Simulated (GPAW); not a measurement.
# Al2O3 (R-3c) in GPAW: single point with LDA

Aim: the single point of Al2O3 with LDA.

Program: GPAW 26.7.0. These are calculated values, not measurements. Logs are shortened: lines on timing, memory, paths and dates and some standing lists are left out, and cuts for length are marked. The log counts tension as positive stress, the text compression.

## 1. The structure

It takes space group R-3c (No. 167, trigonal). The conventional cell has a = 4.760 Å, b = 4.760 Å, c = 12.996 Å, α = 90.00°, β = 90.00°, γ = 120.00°. Al (site symmetry 3) has 6 O at 1.85 to 1.97 Å as nearest neighbours. O (site symmetry 2) has 4 Al at 1.85 to 1.97 Å as nearest neighbours.

## 2. Single point, LDA

run.py

```python
from ase import Atoms
from ase.dft.bandgap import bandgap
from ase.io import write
from ase.units import GPa
from gpaw import GPAW, PW

atoms = Atoms(['Al', 'Al', 'Al', 'Al', 'O', 'O', 'O', 'O', 'O', 'O'],
              cell=[[2.38025, 1.3742379782, 4.3318666667],
                    [-2.38025, 1.3742379782, 4.3318666667],
                    [0.0, -2.7484759565, 4.3318666667]],
              scaled_positions=[[0.35216, 0.35216, 0.35216],
                                [0.14784, 0.14784, 0.14784],
                                [0.64784, 0.64784, 0.64784],
                                [0.85216, 0.85216, 0.85216],
                                [0.55668, 0.94332, 0.25],
                                [0.25, 0.55668, 0.94332],
                                [0.94332, 0.25, 0.55668],
                                [0.44332, 0.05668, 0.75],
                                [0.75, 0.44332, 0.05668],
                                [0.05668, 0.75, 0.44332]],
              pbc=True)

calc = GPAW(mode=PW(500),
            xc='LDA',
            kpts={'size': (6, 6, 6), 'gamma': True},
            occupations={'name': 'fermi-dirac', 'width': 0.05},
            nbands=44,
            maxiter=120,
            txt='gpaw.txt')
atoms.calc = calc
energy = atoms.get_potential_energy()
forces = atoms.get_forces()
stress = atoms.get_stress()
calc.write('gs.gpw')
write('result.traj', atoms)
print(f'Energy: {energy:.6f} eV')
print('Forces (eV/A):')
print(forces.round(4))
print('Stress (GPa):', (stress / GPa).round(3))
print('Fermi level:', round(calc.get_fermi_level(), 4), 'eV')
print(f'Gap: {bandgap(calc)[0]:.4f} eV, direct: {bandgap(calc, direct=True)[0]:.4f} eV')
```

Potentials or basis: the program's PAW data sets (release 1.2.1) made for this functional, pw.

Started as:

```sh
> OMP_NUM_THREADS=1 python run.py
```

gpaw.txt:

```text
__  _  _
 | _ |_)|_||  |
 |__||  | ||/\| - 26.7.0

Input parameters:
  mode=PW(ecut=500.0),
  kpts=MonkhorstPack(size=(6, 6, 6), gamma=True),
  maxiter=120,
  nbands=44,
  occupations=Occupations(name='fermi-dirac', width=0.05),
  xc=XC(name='LDA')

Diagonalizing LCAO Hamiltonian
Converting LCAO to pw mode

            Al

           OAl
                O
         O     O
        O
            AO

            Al

Atoms  # Å, Bohr magnetons
|   | symbol |         x |         y |         z |    initial magnetic moments |
|---|--------|-----------|-----------|-----------|-----------------------------|
| 0 |     Al | -0.000000 | -0.000000 |  4.576530 | ( 0.0000,  0.0000,  0.0000) |
| 1 |     Al | -0.000000 | -0.000000 |  1.921270 | ( 0.0000,  0.0000,  0.0000) |
| 2 |     Al | -0.000000 | -0.000000 |  8.419070 | ( 0.0000,  0.0000,  0.0000) |
| 3 |     Al |  0.000000 | -0.000000 | 11.074330 | ( 0.0000,  0.0000,  0.0000) |
| 4 |      O | -0.920300 |  1.374238 |  7.580767 | ( 0.0000,  0.0000,  0.0000) |
| 5 |      O | -0.729975 | -1.484122 |  7.580767 | ( 0.0000,  0.0000,  0.0000) |
| 6 |      O |  1.650275 |  0.109884 |  7.580767 | ( 0.0000,  0.0000,  0.0000) |
| 7 |      O |  0.920300 | -1.374238 |  5.414833 | ( 0.0000,  0.0000,  0.0000) |
| 8 |      O |  0.729975 |  1.484122 |  5.414833 | ( 0.0000,  0.0000,  0.0000) |
| 9 |      O | -1.650275 | -0.109884 |  5.414833 | ( 0.0000,  0.0000,  0.0000) |

Unit cell  # Å
| periodic |         x |         y |        z |  lengths |    angles |
|----------|-----------|-----------|----------|----------|-----------|
|      yes |  2.380250 |  1.374238 | 4.331867 | 5.130223 | 55.286671 |
|      yes | -2.380250 |  1.374238 | 4.331867 | 5.130223 | 55.286671 |
|      yes |  0.000000 | -2.748476 | 4.331867 | 5.130223 | 55.286671 |

Number of symmetries: 6
Symmetry operations  # r_c * U_cc + t_c -> r_c
|   | kind |            matrix            |
|---|------|------------------------------|
| 0 |  E   |  1, 0, 0,  0, 1, 0,  0, 0, 1 |
| 1 |  C3  |  0, 1, 0,  0, 0, 1,  1, 0, 0 |
| 2 |  C3  |  0, 0, 1,  1, 0, 0,  0, 1, 0 |
| 3 |  S6  |  0, 0,-1, -1, 0, 0,  0,-1, 0 |
| 4 |  S6  |  0,-1, 0,  0, 0,-1, -1, 0, 0 |
| 5 |  i   | -1, 0, 0,  0,-1, 0,  0, 0,-1 |

BZ-sampling:
  Number of BZ points: 216
  Number of IBZ points: 40

  Monkhorst-Pack size: [6, 6, 6]
  Monkhorst-Pack shift: [0.08333333333333333, 0.08333333333333333, 0.08333333333333333]

K-points  # in reciprocal-cell coordinates
|     |                                coordinates |     weight |
|-----|--------------------------------------------|------------|
|   0 | (  0.00000000,   0.00000000,   0.00000000) | 0.00462963 |
|   1 | (  0.16666667,   0.00000000,  -0.16666667) | 0.02777778 |
|   2 | (  0.16666667,   0.00000000,   0.00000000) | 0.02777778 |
|   3 | (  0.16666667,   0.16666667,  -0.16666667) | 0.02777778 |
|   4 | (  0.16666667,   0.16666667,   0.00000000) | 0.02777778 |
|   5 | (  0.16666667,   0.16666667,   0.16666667) | 0.00925926 |
|   6 | (  0.33333333,  -0.16666667,  -0.33333333) | 0.02777778 |
|   7 | (  0.33333333,  -0.16666667,  -0.16666667) | 0.02777778 |
|   8 | (  0.33333333,  -0.16666667,   0.00000000) | 0.02777778 |
|   9 | (  0.33333333,  -0.16666667,   0.16666667) | 0.02777778 |
| ... |                                            |            |
|  39 | (  0.50000000,   0.50000000,   0.50000000) | 0.00462963 |

Plane wave coefficients: 2175
Cutoff: 500.0 eV

Spin-components: 1 (collinear spins)
Bands:           44
Projectors:      50
Spin-degeneracy: 2
Datatype:        complex128

Parallelization:
  kpt:    1
  domain: 1
  band:   1

Density:
  Valence electrons: 48.0
  Components: 1
  Grid points: [27 27 27]
  Charge: 0.0  # |e|

Potential:
  Grid points: [27 27 27]

species:
  Al:
    name:    Aluminium
    Z:       13.0
    valence: 3
    core:    10
    charge:  0.0  # [|e|]
    compensation charges:
      type: gauss
      rc: 0.34  # [Å]
      lmax: 2
    cutoffs:
      filter: 1.91  # [Å]
      core: 2.36  # [Å]
    projectors
    | kind |    occ | energy [eV] | rcut [Å] |
    |------|--------|-------------|----------|
    |   3s |  2.000 |      -7.830 |    1.085 |
    |   3p |  1.000 |      -2.783 |    1.085 |
    |    s |        |      19.382 |    1.085 |
    |    p |        |      24.428 |    1.085 |
    |    d |        |       0.000 |    1.085 |

    Using partial waves for Al as LCAO basis

  O:
    name:    Oxygen
    Z:       8.0
    valence: 6
    core:    2
    charge:  0.0  # [|e|]
    compensation charges:
      type: gauss
      rc: 0.21  # [Å]
      lmax: 2
    cutoffs:
      filter: 1.17  # [Å]
      core: 0.83  # [Å]
    projectors
    | kind |    occ | energy [eV] | rcut [Å] |
    |------|--------|-------------|----------|
    |   2s |  2.000 |     -23.752 |    0.688 |
    |   2p |  4.000 |      -9.195 |    0.598 |
    |    s |        |       3.459 |    0.688 |
    |    p |        |      18.016 |    0.598 |
    |    d |        |       0.000 |    0.619 |

    Using partial waves for O as LCAO basis

Reference energy: -38481.133639  # eV

eigensolver:
  PPCG
  Converge bands: occupied
  niter=2

density mixing:
  MSR1-Mixer
  Pratt-step length: 0.05
  Maximum mixing coefficient: 0.75
  Old densities: 10
  SVD Regularization: 0.005
  Good broyden scale: 1.0
  Trust region scale: 1.0
  Backstep threshold: 4.0
  History deletion threshold: 6.0
  Fourier metric: weight=20.0, sigma=0.015

occupation numbers:
  Fermi-Dirac:
    width: 0.0500  # eV

poisson solver:
  ecut: 4000.0  # eV

xc functional:
  name: None

convergence criteria:
- Maximum [total energy] change in last 3 cyles: 0.0005 eV / valence electron
- Maximum integral of absolute [dens]ity change: 0.0001 electrons / valence electron
- Maximum integral of absolute [eigenst]ate change: 4e-08 eV^2 / valence electron
maximum number of iterations: 120

SCF iterations
|iter     | |      energy | eigst |  dens |
|---------|-|-------------|-------|-------|
|iter:   1| |  -87.928995 | +0.09 |       |
|iter:   2| |  -86.382486 | -2.06 | -0.73 |
|iter:   3| |  -81.529403 | -1.29 | -0.79 |
|iter:   4| |  -81.487533 | -2.93 | -1.35 |
|iter:   5| |  -81.486931 | -3.90 | -1.68 |
|iter:   6| |  -81.487059c| -5.99 | -2.91 |
|iter:   7| |  -81.487074c| -6.99 | -3.35 |
|iter:   8| |  -81.487074c| -7.59c| -4.59c|

Converged in 8 steps
Energy contributions relative to reference atoms: (reference = -38481.133639)

Energy contributions:
  Kinetic:          68.774861
  Coulomb:         -56.872967
  Zero:              0.116758
  External:          0.000000
  Xc:              -93.505727
  Entropy:          -0.000000
  Spinorbit:         0.000000
  ----------------------------
  Free energy:     -81.487074
  Extrapolated:    -81.487074

dipole moment: (-0.000000, -0.000000, -0.000003)  # |e|*Ang

Fermi level: 7.408
Eigenvalues  # (at kpt = [0.000, 0.000, 0.000])
| band index |      eig [eV] | occ [0-2] |
|------------|---------------|-----------|
|          0 |       -13.156 |     2.000 |
|        ... |               |           |
|         16 |         4.465 |     2.000 |
|         17 |         4.596 |     2.000 |
|         18 |         4.596 |     2.000 |
|         19 |         5.414 |     2.000 |
|         20 |         5.414 |     2.000 |
|         21 |         5.892 |     2.000 |
[... 8 lines left out ...]
|         30 |        18.047 |     0.000 |
|         31 |        18.047 |     0.000 |
|        ... |               |           |
|         43 |        25.504 |     0.000 |

Gap: 6.122 eV
Transition (v -> c):
  (s=0, k=0, n=23, [0.00, 0.00, 0.00]) -> (s=0, k=0, n=24, [0.00, 0.00, 0.00])
No difference between direct/indirect transitions

Forces  # eV/Ang
|        x |        y |        z |
|----------|----------|----------|
| -0.00000 |  0.00000 | -0.05814 |  # Al   0
|  0.00000 | -0.00000 |  0.05814 |  # Al   1
|  0.00000 | -0.00000 |  0.05814 |  # Al   2
| -0.00000 |  0.00000 | -0.05814 |  # Al   3
| -0.17188 | -0.00005 | -0.00003 |  # O    4
|  0.08598 | -0.14883 | -0.00003 |  # O    5
|  0.08590 |  0.14888 | -0.00003 |  # O    6
|  0.17188 |  0.00005 |  0.00003 |  # O    7
| -0.08598 |  0.14883 |  0.00003 |  # O    8
| -0.08590 | -0.14888 |  0.00003 |  # O    9

Stress tensor  # eV/Ang^3
|         x |        y |         z |
|-----------|----------|-----------|
|  0.174407 | 0.000000 | -0.000000 |
|  0.000000 | 0.174407 |  0.000000 |
| -0.000000 | 0.000000 |  0.180207 |

# Writing to gs.gpw (mode='')
```

It took 72 s on 1 thread of AMD EPYC 7R43 (Zen 3), shared host; peak memory 0.24 GiB.

These settings aren't checked as converged: the numbers below hold their error.

What came out:

```
Free energy            : -81.4871 eV
Pressure               : -28.3 GPa
Largest force          : 0.172 eV/Å
Band gap on the k mesh : 6.12 eV, direct
```

Caveat: the cutoff is short for stress and forces, so pressures can be off by a GPa or more; a pressure of tens of GPa on the cell as given is suspect, and the run, the potentials or the cell itself is likely at fault.
